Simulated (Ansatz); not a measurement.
**P (diamond type): a single-point run**

The task is a single-point run on P (diamond type). The structure is shown as the input types it.

Program: Ansatz 0.2.0. Level of theory: DFT, PBEsol, all-electron LAPW, scalar-relativistic. These are calculated values, not measurements.

1 further run of the same task is left out (it didn't finish). Runs told in other sessions of the task aren't counted.

## Step 1: The structure to begin with

The structure is cubic, space group Fd-3m (No. 227). Conventional cell: a = 4.544 Å, b = 4.544 Å, c = 4.544 Å, α = 90.00°, β = 90.00°, γ = 90.00°. P (site symmetry -43m) is surrounded by 4 P at 1.97 Å.

Structure file:

```
P
1.0
     0.00000    2.27204    2.27204
     2.27204    0.00000    2.27204
     2.27204    2.27204    0.00000
P
2
Direct
  0.87500 0.87500 0.87500
  0.12500 0.12500 0.12500
```

## Step 2: The calculation

File input.yaml:

```yaml
crystal:
  lattice:
    - [0.0, 2.2720369832, 2.2720369832]
    - [2.2720369832, 0.0, 2.2720369832]
    - [2.2720369832, 2.2720369832, 0.0]
  atoms:
    - { symbol: P, position: [-0.125, -0.125, -0.125] }
    - { symbol: P, position: [0.125, 0.125, 0.125] }
kpoints:
  mp_grid: { grid: [12, 12, 12], kspacing: 0.3 }
scf:
  occupations: { method: fermi_dirac, width: 0.08 }
  max_iter: 50
hamiltonian:
  xc: pbesol
  pseudopotentials: { kind: all_electron, lapw: { basis_error: 0.001 } }
output:
  forces: true
  stress: true
  eigenvalues: true
  populations: true
```

Command:

```
$ ansatz run input.yaml --threads 1 --pin off --max-ram 2048MiB --backend cpu --events-out ev --progress --plain --runs-dir out
```

Q: Will this input give a usable result? If not, why, and what should change?

Nothing was computed: the input was turned down at the start. It says: «invalid value for `kpoints.mp_grid.kspacing`: mutually exclusive with `grid` — set one or the other»

The suspect setting: kpoints.mp_grid.kspacing is 0.3. No mesh follows from the k-point block as it stands.

Remedy: delete kpoints.mp_grid.kspacing.
